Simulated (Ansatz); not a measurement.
# Ba2Tl5V3O12 in Ansatz: convergence with k mesh

Input of the first run (k mesh 2 × 2 × 1); the others differ in this setting and in those tied to it:

File input.yaml:

```yaml
crystal:
  lattice:
    - [6.0437, 0.09549, -0.45385]
    - [-2.57588, 5.5423, 0.02961]
    - [-1.21315, -2.06132, 13.92196]
  atoms:
    - { symbol: Ba, position: [0.88251, 0.01561, 0.4732] }
    - { symbol: Ba, position: [0.57886, 0.79688, 0.88922] }
    - { symbol: V, position: [0.26936, 0.1058, 0.98468], spin: 2.0 }
    - { symbol: V, position: [0.11629, 0.5582, 0.33914], spin: 2.0 }
    - { symbol: V, position: [0.60807, 0.30696, 0.66552], spin: 2.0 }
    - { symbol: Tl, position: [0.48361, 0.28991, 0.38373] }
    - { symbol: Tl, position: [0.08311, 0.07485, 0.74869] }
    - { symbol: Tl, position: [0.77279, 0.89398, 0.17719] }
    - { symbol: Tl, position: [0.29791, 0.66599, 0.60107] }
    - { symbol: Tl, position: [0.97201, 0.46636, 0.0474] }
    - { symbol: O, position: [0.02458, 0.05647, 0.04354] }
    - { symbol: O, position: [0.16369, 0.86975, 0.88754] }
    - { symbol: O, position: [0.33585, 0.37289, 0.93818] }
    - { symbol: O, position: [0.53308, 0.10242, 0.04892] }
    - { symbol: O, position: [0.42674, 0.67762, 0.40063] }
    - { symbol: O, position: [0.95197, 0.64202, 0.41211] }
    - { symbol: O, position: [0.00696, 0.24041, 0.32565] }
    - { symbol: O, position: [0.08373, 0.64865, 0.23032] }
    - { symbol: O, position: [0.8589, 0.33214, 0.61652] }
    - { symbol: O, position: [0.63673, 0.58163, 0.7239] }
    - { symbol: O, position: [0.56343, 0.0992, 0.74423] }
    - { symbol: O, position: [0.34984, 0.20226, 0.56862] }
hamiltonian:
  xc: pbe
  pseudopotentials: { kind: paw }
magnetization:
  spin_polarized: true
kpoints:
  mp_grid: { grid: [2, 2, 1] }
scf:
  occupations: { method: fermi_dirac, width: 0.05 }
output:
  forces: true
  stress: true
  eigenvalues: true
```

Potentials or basis: Ansatz PAW.

Command:

```console
$ ansatz run input.yaml --threads 8 --pin off --max-ram 20480MiB --backend cpu --events-out ev --progress --plain --runs-dir out
```

The cell was built by a generator and needn't be a form met in nature.

Hardware: 8 threads of Arm Neoverse V2, on a shared host.

| k mesh | energy less the tightest run, at zero smearing (meV/atom) | pressure (GPa) | largest force (eV/Å) | gap on the mesh (eV) | SCF cycles | CPU time (s) | peak memory (GiB) |
| --- | --- | --- | --- | --- | --- | --- | --- |
| 2 × 2 × 1 | 2.93 | 0.06 | 0.050 | 2.928 | 17 | 58 | 2.1 |
| 3 × 3 × 1 | -0.12 | 0.00 | 0.009 | 3.138 | 17 | 140 | 2.3 |
| 3 × 3 × 2 | -0.10 | 0.00 | 0.009 | 3.082 | 17 | 260 | 2.6 |
| 4 × 4 × 2 | 0.00 | 0.01 | 0.006 | 2.935 | 17 | 440 | 3.2 |
| 5 × 5 × 2 | 0.00 | 0.01 | 0.006 | 3.025 | 17 | 700 | 3.6 |
| 6 × 6 × 3 | -0.01 | 0.01 | 0.006 | 2.935 | 17 | 1500 | 5.6 |
| 7 × 7 × 3 | 0.00 | 0.01 | 0.006 | 2.988 | 17 | 2100 | 6.2 |
| 8 × 8 × 4 | 0.00 | 0.01 | 0.006 | 2.935 | 17 | 3600 | 9.3 |

Against the tightest run, the energy stays within 1 meV/atom from 3 × 3 × 1 on; the pressure stays within 0.1 GPa from 2 × 2 × 1 on; the largest force stays within 0.005 eV/Å from 3 × 3 × 1 on. Not settled before the last step: the gap on the mesh (to 0.01 eV). Meshes of other sizes hit other points, so gaps and Fermi surfaces needn't settle smoothly. The tightest run that finished is the yardstick and may itself not be fully converged.

Caveat, for the tightest run too: the pressure holds a Pulay correction of +0.3 GPa for the finite cutoff; spin-orbit coupling is left out, which as a rule narrows the gap of such compounds by several tenths of an eV; the starting moments weren't kept.
